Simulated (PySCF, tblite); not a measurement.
# C5H7F3OSi: geometry, infrared bands and NMR shifts

What infrared bands and NMR shifts should C5H7F3OSi (`CO[Si@@H]1CC(C(F)F)=C1F`) show?

The runs use tblite 0.8.0 and PySCF 2.14.0, with density-fitted response routines of our own; the level of theory stands in each step. All values are computed, except where a source is named. Atoms count from 0, in the outputs and in this text.

## (1) Starting geometry

17 atoms, charge 0, multiplicity 1; geometry from: force field or distance geometry start.

Bonds of the start (Å): C0–O1 1.40, O1–Si2 1.67, Si2–C3 1.85, C3–C4 1.55, C4–C5 1.55, C5–F6 1.36, C5–F7 1.36, C4–C8 1.36, C8–F9 1.35, C8–Si2 1.86, C0–H10 1.10, C0–H11 1.11, C0–H12 1.09, Si2–H13 1.49, C3–H14 1.09, C3–H15 1.12, C5–H16 1.10.

## (2) Relaxing the molecule with GFN2-xTB

The job: settings as JSON, then the geometry in Å.

```
{"job": {"kind": "relax", "xc": "GFN2-xTB", "basis": "xTB"}, "charge": 0, "multiplicity": 1}
C     -2.987300     0.905900    -0.224600
O     -2.237600    -0.112100     0.382100
Si    -0.840500    -0.637500    -0.358500
C      0.490500    -1.371200     0.703100
C      1.384400    -0.141600     0.424000
C      2.825200     0.156800     0.924800
F      2.885100     0.040600     2.275300
F      3.707100    -0.751700     0.430400
C      0.567000     0.579600    -0.384900
F      0.715000     1.773700    -0.989000
H     -3.354600     0.599400    -1.215500
H     -3.875900     1.099600     0.404600
H     -2.428800     1.841900    -0.289000
H     -1.101300    -1.299000    -1.667900
H      0.874600    -2.325800     0.345100
H      0.201000    -1.508600     1.772200
H      3.169100     1.162000     0.651000
```

Started as:

```
> OMP_NUM_THREADS=1 python probes_run.py task.json out
```

The driver reads the jobs from task.json and runs them one after another.

What it wrote:

```text
step      E/eV     max force
  0    -931.80233    2.561
  1    -931.94805    0.685
  2    -931.97914    0.592
  3    -932.02420    0.515
  4    -932.05394    0.501
  5    -932.08890    0.358
  6    -932.10966    0.302
  7    -932.12323    0.209
  8    -932.12898    0.146
  9    -932.13156    0.099
 10    -932.13306    0.114
 11    -932.13440    0.099
 12    -932.13573    0.127
 13    -932.13713    0.127
 14    -932.13887    0.145
 15    -932.14144    0.191
 16    -932.14534    0.191
 17    -932.15065    0.216
 18    -932.15657    0.187
 19    -932.16198    0.166
 20    -932.16628    0.147
 21    -932.16989    0.135
 22    -932.17290    0.149
 23    -932.17469    0.117
 24    -932.17581    0.082
 25    -932.17684    0.075
 26    -932.17802    0.088
 27    -932.17934    0.095
 28    -932.18053    0.104
 29    -932.18148    0.102
 30    -932.18241    0.085
 31    -932.18351    0.083
 32    -932.18462    0.096
 33    -932.18543    0.070
 34    -932.18595    0.056
 35    -932.18643    0.053
 36    -932.18700    0.073
 37    -932.18755    0.083
 38    -932.18799    0.074
 39    -932.18835    0.059
 40    -932.18875    0.057
 41    -932.18924    0.061
 42    -932.18974    0.065
 43    -932.19015    0.052
 44    -932.19054    0.051
 45    -932.19099    0.054
 46    -932.19149    0.051
 47    -932.19193    0.051
 48    -932.19231    0.041
 49    -932.19266    0.043
 50    -932.19305    0.045
 51    -932.19349    0.057
 52    -932.19400    0.057
 53    -932.19455    0.059
 54    -932.19506    0.061
 55    -932.19548    0.043
 56    -932.19579    0.040
 57    -932.19608    0.045
 58    -932.19644    0.053
 59    -932.19681    0.054
 60    -932.19718    0.053
 61    -932.19747    0.035
 62    -932.19767    0.031
 63    -932.19779    0.027
 64    -932.19797    0.024
 65    -932.19810    0.024
 66    -932.19826    0.025
 67    -932.19841    0.032
 68    -932.19861    0.037
 69    -932.19886    0.039
 70    -932.19915    0.039
 71    -932.19938    0.033
 72    -932.19952    0.026
 73    -932.19964    0.030
 74    -932.19977    0.029
 75    -932.19991    0.026
 76    -932.20002    0.026
 77    -932.20013    0.025
 78    -932.20030    0.039
 79    -932.20058    0.059
 80    -932.20101    0.065
 81    -932.20148    0.058
 82    -932.20183    0.042
 83    -932.20201    0.031
 84    -932.20214    0.028
 85    -932.20227    0.031
 86    -932.20237    0.037
 87    -932.20244    0.029
 88    -932.20250    0.018
 89    -932.20254    0.013
 90    -932.20257    0.013
 91    -932.20260    0.015
 92    -932.20264    0.014
 93    -932.20266    0.012
 94    -932.20268    0.007
```

Run time: 1.2 s. Hardware: 1 thread of Arm Neoverse N1, shared host; peak memory 0.18 GiB.

Relaxation path: (not every step is listed)

```csv
step,energy from step 0 (eV),largest force (eV/Å)
0,0.0000,2.5609
1,-0.1457,0.6851
2,-0.1768,0.5918
3,-0.2219,0.5149
4,-0.2516,0.5012
5,-0.2866,0.3576
6,-0.3073,0.3023
7,-0.3209,0.2091
8,-0.3266,0.1464
16,-0.3430,0.1915
24,-0.3735,0.0818
32,-0.3823,0.0958
40,-0.3864,0.0566
48,-0.3900,0.0410
56,-0.3935,0.0397
64,-0.3956,0.0236
72,-0.3972,0.0260
80,-0.3987,0.0654
88,-0.4002,0.0182
89,-0.4002,0.0134
90,-0.4002,0.0130
91,-0.4003,0.0151
92,-0.4003,0.0140
93,-0.4003,0.0119
94,-0.4004,0.0070
```

Close pairs (by a distance rule), those that changed most:

```csv
bond,before (Å),after (Å),change (Å)
C4–C5,1.554,1.490,-0.065
O1–Si2,1.666,1.606,-0.060
Si2–C3,1.854,1.914,+0.060
Si2–C8,1.861,1.911,+0.050
C3–C4,1.546,1.510,-0.036
Si2–H13,1.490,1.457,-0.033
C3–H15,1.116,1.088,-0.029
C4–C8,1.357,1.334,-0.023
```

The next job starts from the end point, and lists it.

## (3) Infrared spectrum with GFN2-xTB

The job: settings as JSON, then the geometry in Å.

```
{"job": {"kind": "ir", "xc": "GFN2-xTB", "basis": "xTB"}, "charge": 0, "multiplicity": 1}
C     -3.225591     0.785398    -0.174624
O     -2.096441     0.079606     0.266124
Si    -0.771200    -0.408709    -0.498286
C      0.466150    -1.194823     0.732055
C      1.451533    -0.103024     0.390709
C      2.838324     0.007272     0.923012
F      2.845878     0.025928     2.283498
F      3.585389    -1.075321     0.567496
C      0.796865     0.682530    -0.466682
F      1.284222     1.798008    -1.047202
H     -3.635938     0.333323    -1.078708
H     -3.969219     0.749432     0.621255
H     -2.968108     1.824789    -0.383745
H     -1.012119    -1.026299    -1.795934
H      0.847472    -2.183615     0.490681
H      0.191227    -1.189832     1.784224
H      3.364557     0.907368     0.569497
```

What it wrote:

```text
mode    cm-1     km/mol
  1      32.5      2.26
  2      47.9      0.64
  3      74.7      1.63
  4      79.9      0.75
  5     122.6      4.15
  6     143.0      9.38
  7     173.3      9.25
  8     210.9      2.20
  9     233.7      3.28
 10     284.7     10.91
 11     358.8      7.29
 12     411.6     47.27
 13     499.0     20.15
 14     531.9      4.21
 15     562.5     27.26
 16     570.9    103.49
 17     668.4    109.75
 18     706.3      6.47
 19     729.9     30.49
 20     762.9     51.28
 21     829.6    105.08
 22     862.3     60.18
 23     989.6    204.29
 24    1054.8    112.00
 25    1067.1      5.11
 26    1120.3      0.88
 27    1126.5     42.08
 28    1140.6    102.00
 29    1162.5     21.63
 30    1177.3    377.24
 31    1251.9     12.96
 32    1262.9      5.90
 33    1278.7     49.77
 34    1408.2      2.83
 35    1454.6      5.06
 36    1470.0      8.29
 37    1474.5      4.82
 38    1682.9     50.43
 39    2309.0    272.37
 40    2899.0     26.74
 41    2973.5     23.49
 42    2981.7     29.81
 43    3002.8     12.93
 44    3005.2     19.62
 45    3023.1     18.65
```

Wall time 1.2 s (1 thread of Arm Neoverse N1, shared host); peak memory 0.18 GiB.

Which atoms move in the most intense modes:

```csv
cm⁻¹,km/mol,atoms
571,103.5,"H13 47 %, Si2 12 %, F9 10 %"
668,109.8,H13 64 %
830,105.1,"Si2 34 %, C0 14 %, C3 14 %"
990,204.3,"C5 63 %, F7 18 %, F6 14 %"
1055,112.0,"C5 51 %, F6 17 %, F7 13 %, H16 11 %"
1141,102.0,"C8 36 %, F9 12 %, C3 11 %"
1177,377.2,"O1 37 %, C0 15 %"
2309,272.4,H13 97 %
```

## (4) NMR shieldings: PBE0/pcSseg-1

Settings changed since step 3:

```diff
@@ -1,2 +1,2 @@
-{"job": {"kind": "ir", "xc": "GFN2-xTB", "basis": "xTB"}, "charge": 0, "multiplicity": 1}
+{"job": {"kind": "nmr", "xc": "PBE0", "basis": "pcSseg-1"}, "charge": 0, "multiplicity": 1}
 C     -3.225591     0.785398    -0.174624
```

With the program's defaults for keys left out, this is: GIAO PBE0/pcSseg-1 NMR shielding, non-relativistic, gas phase.

What it wrote:

```text
coarse grid: 15744 points
cycle   1  E = -857.9414816669  dE =  1.540e+00  |g| = 9.861e-01  |ddm| = 3.806e+00
cycle   2  E = -857.7239652727  dE =  2.175e-01  |g| = 1.505e+00  |ddm| = 1.769e+00
cycle   3  E = -858.1042965441  dE = -3.803e-01  |g| = 1.375e-01  |ddm| = 1.230e+00
cycle   4  E = -858.1074644976  dE = -3.168e-03  |g| = 6.348e-02  |ddm| = 1.630e-01
cycle   5  E = -858.1082346788  dE = -7.702e-04  |g| = 1.183e-02  |ddm| = 5.045e-02
cycle   6  E = -858.1082537958  dE = -1.912e-05  |g| = 4.939e-03  |ddm| = 1.361e-02
cycle   7  E = -858.1082583738  dE = -4.578e-06  |g| = 4.888e-04  |ddm| = 4.778e-03
final grid: 151592 points
cycle   8  E = -858.1964991729  dE = -3.943e-05  |g| = 1.189e-02  |ddm| = 3.048e-02
cycle   9  E = -858.1964674563  dE =  3.172e-05  |g| = 1.796e-02  |ddm| = 2.102e-02
cycle  10  E = -858.1965265288  dE = -5.907e-05  |g| = 1.598e-03  |ddm| = 1.314e-02
cycle  11  E = -858.1965270422  dE = -5.135e-07  |g| = 3.118e-04  |ddm| = 1.517e-03
cycle  12  E = -858.1965270563  dE = -1.407e-08  |g| = 1.665e-04  |ddm| = 3.872e-04
cycle  13  E = -858.1965270622  dE = -5.878e-09  |g| = 4.691e-05  |ddm| = 1.830e-04
cycle  14  E = -858.1965270626  dE = -4.800e-10  |g| = 1.237e-05  |ddm| = 5.017e-05
converged SCF energy = -858.1965270626

GIAO shielding tensors (ppm)
atom      isotropic    diamagn.    paramagn.     s11        s22        s33       span
  0 C      132.135     240.157    -108.022    105.044    105.979    185.383     80.339
  1 O      310.674     398.571     -87.897    246.615    336.104    349.302    102.687
  2 Si     364.176     880.839    -516.664    329.747    352.771    410.008     80.261
  3 C      174.823     254.942     -80.119    165.206    172.609    186.654     21.447
  4 C       49.885     270.490    -220.604    -62.037     83.800    127.893    189.931
  5 C       73.081     234.873    -161.792     54.626     69.977     94.641     40.014
  6 F      312.874     470.788    -157.913    195.915    340.065    402.643    206.728
  7 F      311.870     469.426    -157.557    189.938    341.441    404.230    214.293
  8 C        8.786     256.875    -248.089    -71.369     35.295     62.432    133.801
  9 F      262.372     476.281    -213.910    132.322    268.806    385.988    253.666
 10 H       27.822      26.726       1.096     23.829     25.535     34.103     10.274
 11 H       27.522      26.352       1.169     23.203     25.262     34.100     10.897
 12 H       27.682      28.050      -0.367     23.189     25.837     34.021     10.833
 13 H       26.252      29.747      -3.495     22.853     24.716     31.185      8.332
 14 H       30.092      31.742      -1.650     25.873     28.369     36.033     10.160
 15 H       29.961      32.523      -2.562     26.311     27.840     35.732      9.421
 16 H       24.760      27.062      -2.302     22.566     23.984     27.731      5.165
```

Run time: 82 s. Hardware: 1 thread of Arm Neoverse N1, shared host; peak memory 0.97 GiB.

The references, computed at this level on geometries of the same kind, shield at (ppm): ¹H TMS 31.72, ¹³C TMS 186.9, ²⁹Si TMS 349.2, ¹⁹F CFCl3 170.9, ¹⁷O H2O 336.1. Their shielding less the atom's gives the shift. The references are single molecules in the gas phase, so shifts against H2O, NH3, PH3, H3PO4 or CFCl3 are not on the usual liquid scales and can be off by tens of ppm. Atoms listed in one row are averaged.

```csv
atoms,environment,σ (ppm),δ (ppm),δ scaled to CDCl3
C8,fully substituted alkene carbon,8.8,178.1,171.9
C4,fully substituted alkene carbon,49.9,137.0,131.8
C5,allylic sp3 CH bonded to 2 F,73.1,113.8,109.2
C0,methyl carbon bonded to O,132.1,54.8,51.6
C3,allylic sp3 CH2 bonded to Si,174.8,12.1,9.9
H16,hydrogen on an allylic sp3 CH bonded to 2 F,24.76,6.96,6.66
H13,"hydrogen on a silicon bonded to 2 C, O, in a 4-membered ring",26.25,5.47,–
"H10, H11, H12",hydrogen on a methyl carbon bonded to O,27.68,4.04,3.92
H15,hydrogen on an allylic sp3 CH2 bonded to Si,29.96,1.76,1.76
H14,hydrogen on an allylic sp3 CH2 bonded to Si,30.09,1.63,1.64
O1,"oxygen bonded to C, Si",310.7,25.4,–
Si2,"silicon bonded to 2 C, O, H, in a 4-membered ring",364.2,-15.0,–
F9,vinylic fluorine,262.4,-91.4,–
F7,fluorine of a CF2 group,311.9,-140.9,–
F6,fluorine of a CF2 group,312.9,-141.9,–
```

The scaled column applies a straight-line fit of computed shieldings to shifts measured in CDCl3, and one for carbons that bear F (root-mean-square error 0.16 ppm for H, 1.9 ppm for C).

The run also stored atomic charges by several schemes (e):

```csv
atoms,Mulliken,IAO,Hirshfeld,ESP fit
C0,0.00,-0.20,-0.02,-0.15
O1,-0.62,-0.62,-0.22,-0.35
Si2,0.98,1.13,0.43,0.73
C3,-0.41,-0.55,-0.17,-0.70
C4,-0.41,-0.07,-0.04,0.04
C5,0.64,0.44,0.15,0.36
F6,-0.30,-0.30,-0.11,-0.21
F7,-0.31,-0.31,-0.11,-0.22
C8,0.06,-0.01,-0.02,-0.07
F9,-0.27,-0.26,-0.10,-0.15
```

Mayer bond orders: C0–O1 0.87, O1–Si2 1.06, Si2–C3 0.89, C3–C4 0.99, C4–C5 0.99, C5–F6 0.95, C5–F7 0.95, C4–C8 1.69, C8–F9 0.94, C8–Si2 0.84.

Ring of atoms Si2, C3, C4, C8: NICS(0) -8.1, NICS(1) -3.7, NICS(1)zz -0.1 ppm (means of both faces).

Orbitals, density, ELF and potential are computed afterwards from the orbital file.

Frontier orbitals at PBE0/pcSseg-1, with the share of their density that lies nearest to each atom:

```csv
orbital,energy (eV),lies on
HOMO,-7.70,"C4, C8 about 32 % each; F9 12 %"
LUMO,-0.64,"C4, C8 about 28 % each; Si2 9 %"
```

ELF in a plane through or near 6 of the atoms.

Ten even steps from ' ' (0.00) to '@' (1.00):
```
                                                        
                                                        
                                                        
                    ..--==--::                          
                  ..==##%%##++..                        
            ....  ..**%%--%%++                          
            ++++    ::**##++..                          
            ..--..  ..--..==##**::                      
        ..::......--##@@==##@@%%::..    --%%@@##..      
      ::++####==..++##%%++**++..  --::..##@@@@@@++      
      ::##%%--##..--****::--..##**::==  ++@@@@@@++      
      ..++%%%%##....--++++%%==--..--==....##@@%%::      
        ::==**==  ..**%%####@@**..::::..    ..          
                  ##@@@@@@++==--                        
                  %%@@@@@@--..                          
                  ::**%%==                              
                                                        
                                                        
                                                        
                                                        
```
The map spans 12.9 Å across and 9.9 Å up, centred on the molecule. Atoms in the plane (x, y in Å): Si2 (0.8, -0.3), F7 (-3.7, -0.3), C8 (-0.5, 1.0), F9 (-0.7, 2.4), H10 (3.8, 0.0), H14 (-1.2, -1.9).

log10 of the density (e/Å³) in the same plane.

Ten even steps from ' ' (-4.0) to '@' (1.7):
```
                                                        
                        ..                              
                    ::----::::                          
                  ::==++++++==--                        
            ......==++**##**++==..                      
        ..::::----==**##@@##**==::....::::::....        
        ..::--==--==++##%%##++==--::::::----::....      
      ..::--==++====++**####**++==------====----::..    
    ..--==++++++++++**######****++++====++++++==--::    
    ::==++**##********##******##**++++++******++--::    
    ::==**%%@@##**++********##@@%%****++++****++--::    
    ::==++##%%##++++**********##****++++++++++==--::    
    ..--==++++++====****##****++++++++==------::::..    
      ..::--------++**##****++====------::::....        
          ......::==++**++++==----::::....              
                ..--======----::....                    
                  ::::--::::....                        
                      ....                              
                                                        
                                                        
```
The map spans 12.9 Å across and 9.9 Å up, centred on the molecule. Atoms in the plane (x, y in Å): Si2 (0.8, -0.3), F7 (-3.7, -0.3), C8 (-0.5, 1.0), F9 (-0.7, 2.4), H10 (3.8, 0.0), H14 (-1.2, -1.9).

On the surface of density 0.002 e/bohr³ the electrostatic potential runs, from the 1st to the 99th percentile, from -0.97 V near F7 to 1.50 V near Si2.

## (5) What came out

| quantity | value |
| --- | --- |
| strongest single infrared mode (GFN2-xTB) | 1177 cm⁻¹, 377 km/mol |
| zero-point energy (GFN2-xTB) | 70.4 kcal/mol |
| ¹³C shifts against TMS (PBE0/pcSseg-1) | 178.1, 137.0, 113.8, 54.8, 12.1 ppm |
| ¹H shifts against TMS (PBE0/pcSseg-1, means over atoms taken as alike) | 6.96, 5.47, 4.04, 1.76, 1.63 ppm |
| ¹⁷O shifts against H2O (PBE0/pcSseg-1) | 25.4 ppm |
| ²⁹Si shifts against TMS (PBE0/pcSseg-1) | -15.0 ppm |
| ¹⁹F shifts against CFCl3 (PBE0/pcSseg-1) | -91.4, -140.9, -141.9 ppm |
| surface potential, 1st and 99th percentile | -0.97 V and 1.50 V |

In words: Over 94 steps the energy fell by 0.400 eV; of the close pairs, C4–C5 changed most, 1.554 to 1.490 Å. No mode is imaginary among the 45: a minimum at this level. The strongest single mode, at 1177 cm⁻¹, is spread over many atoms; the largest shares are those of O1, C0. GFN2-xTB is a fitted tight-binding method: band positions and strengths are rough. Its intensities can rank the bands wrongly. H16 (hydrogen on an allylic sp3 CH bonded to 2 F) lies farthest downfield among hydrogen, at 6.96 ppm; its carbon carries F, an electronegative neighbour. At PBE0/pcSseg-1: The widest tensor belongs to F9: span 254 ppm, with a paramagnetic part of -214 ppm. By nearest atom (PBE0/pcSseg-1), the HOMO sits on C4, C8 about 32 % each; F9 12 % and the LUMO on C4, C8 about 28 % each; Si2 9 %.
